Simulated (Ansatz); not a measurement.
# Cd15BiSe16 (Cadmoselite): the cost of one run

Method: DFT, PBE, plane-wave PAW, default files, scalar-relativistic, as far as a step names no other, in Ansatz 0.2.0.

The COD entry's cell or inner coordinates are ideal or old and differ from later refinements, so a difference from it is no clean test against experiment.

### 1 Starting point

The structure is trigonal, space group P3m1 (No. 156). The conventional cell has a = 8.600 Å, b = 8.600 Å, c = 14.040 Å, α = 90.00°, β = 90.00°, γ = 120.00°. Around Bi (site symmetry 3m) lie 4 Se at 2.61 to 2.70 Å. Cd (site symmetry 3m) is surrounded by 4 Se at 2.61 to 2.70 Å. Around Cd (site symmetry m) lie 4 Se at 2.61 to 2.70 Å. Only part of the 16 independent sites is listed.

Structure file:

```
CELL_PARAMETERS angstrom
8.60000 0.00000 0.00000
-4.30000 7.44782 0.00000
0.00000 0.00000 14.04000
ATOMIC_POSITIONS crystal
Bi 0.16667 0.33333 0.00000
Cd 0.16667 0.33333 0.50000
Cd 0.16667 0.83333 0.00000
Cd 0.16667 0.83333 0.50000
Cd 0.66667 0.33333 0.00000
Cd 0.66667 0.33333 0.50000
Cd 0.66667 0.83333 0.00000
Cd 0.66667 0.83333 0.50000
Cd 0.33333 0.16667 0.25000
Cd 0.33333 0.16667 0.75000
Cd 0.33333 0.66667 0.25000
Cd 0.33333 0.66667 0.75000
Cd 0.83333 0.16667 0.25000
Cd 0.83333 0.16667 0.75000
Cd 0.83333 0.66667 0.25000
Cd 0.83333 0.66667 0.75000
Se 0.16667 0.33333 0.19250
Se 0.16667 0.33333 0.69250
Se 0.16667 0.83333 0.19250
Se 0.16667 0.83333 0.69250
Se 0.66667 0.33333 0.19250
Se 0.66667 0.33333 0.69250
Se 0.66667 0.83333 0.19250
Se 0.66667 0.83333 0.69250
Se 0.33333 0.16667 0.44250
Se 0.33333 0.16667 0.94250
Se 0.33333 0.66667 0.44250
Se 0.33333 0.66667 0.94250
Se 0.83333 0.16667 0.44250
Se 0.83333 0.16667 0.94250
Se 0.83333 0.66667 0.44250
Se 0.83333 0.66667 0.94250
```

Atom 1 of the input is the impurity.

### 2 Single point at the given positions

input.yaml reads:

```yaml
crystal:
  lattice:
    - [8.6, 0.0, 0.0]
    - [-4.3, 7.4478184726, 0.0]
    - [0.0, 0.0, 14.04]
  atoms:
    - { symbol: Bi, position: [0.1666666666, 0.3333333334, 0.0] }
    - { symbol: Cd, position: [0.1666666666, 0.3333333334, 0.5] }
    - { symbol: Cd, position: [0.1666666666, 0.8333333334, 0.0] }
    - { symbol: Cd, position: [0.1666666666, 0.8333333334, 0.5] }
    - { symbol: Cd, position: [0.6666666666, 0.3333333334, 0.0] }
    - { symbol: Cd, position: [0.6666666666, 0.3333333334, 0.5] }
    - { symbol: Cd, position: [0.6666666666, 0.8333333334, 0.0] }
    - { symbol: Cd, position: [0.6666666666, 0.8333333334, 0.5] }
    - { symbol: Cd, position: [0.3333333334, 0.1666666666, 0.25] }
    - { symbol: Cd, position: [0.3333333334, 0.1666666666, 0.75] }
    - { symbol: Cd, position: [0.3333333334, 0.6666666666, 0.25] }
    - { symbol: Cd, position: [0.3333333334, 0.6666666666, 0.75] }
    - { symbol: Cd, position: [0.8333333334, 0.1666666666, 0.25] }
    - { symbol: Cd, position: [0.8333333334, 0.1666666666, 0.75] }
    - { symbol: Cd, position: [0.8333333334, 0.6666666666, 0.25] }
    - { symbol: Cd, position: [0.8333333334, 0.6666666666, 0.75] }
    - { symbol: Se, position: [0.1666666666, 0.3333333334, 0.1925] }
    - { symbol: Se, position: [0.1666666666, 0.3333333334, 0.6925] }
    - { symbol: Se, position: [0.1666666666, 0.8333333334, 0.1925] }
    - { symbol: Se, position: [0.1666666666, 0.8333333334, 0.6925] }
    - { symbol: Se, position: [0.6666666666, 0.3333333334, 0.1925] }
    - { symbol: Se, position: [0.6666666666, 0.3333333334, 0.6925] }
    - { symbol: Se, position: [0.6666666666, 0.8333333334, 0.1925] }
    - { symbol: Se, position: [0.6666666666, 0.8333333334, 0.6925] }
    - { symbol: Se, position: [0.3333333334, 0.1666666666, 0.4425] }
    - { symbol: Se, position: [0.3333333334, 0.1666666666, 0.9425] }
    - { symbol: Se, position: [0.3333333334, 0.6666666666, 0.4425] }
    - { symbol: Se, position: [0.3333333334, 0.6666666666, 0.9425] }
    - { symbol: Se, position: [0.8333333334, 0.1666666666, 0.4425] }
    - { symbol: Se, position: [0.8333333334, 0.1666666666, 0.9425] }
    - { symbol: Se, position: [0.8333333334, 0.6666666666, 0.4425] }
    - { symbol: Se, position: [0.8333333334, 0.6666666666, 0.9425] }
total_charge: 1
kpoints:
  mp_grid: { grid: [3, 3, 2] }
scf:
  occupations: { method: fermi_dirac, width: 0.01 }
hamiltonian:
  xc: pbe
  pseudopotentials: { kind: paw }
output:
  forces: true
  stress: true
  populations: true
  efg: { quadrupole_moments_barn: { Bi: -0.516 }, contact_densities: true }
  write_density: true
  write_potential: true
  elf: true
  volumetric_format: npy
```

On the command line:

```
$ ansatz run input.yaml --threads 4 --pin off --max-ram 8192MiB --backend cpu --events-out ev --progress --plain --runs-dir out
```

What time and memory should one allow on 4 threads of Arm Neoverse V2, shared host?

About 1.8 min, with a peak of 5.3 GiB.
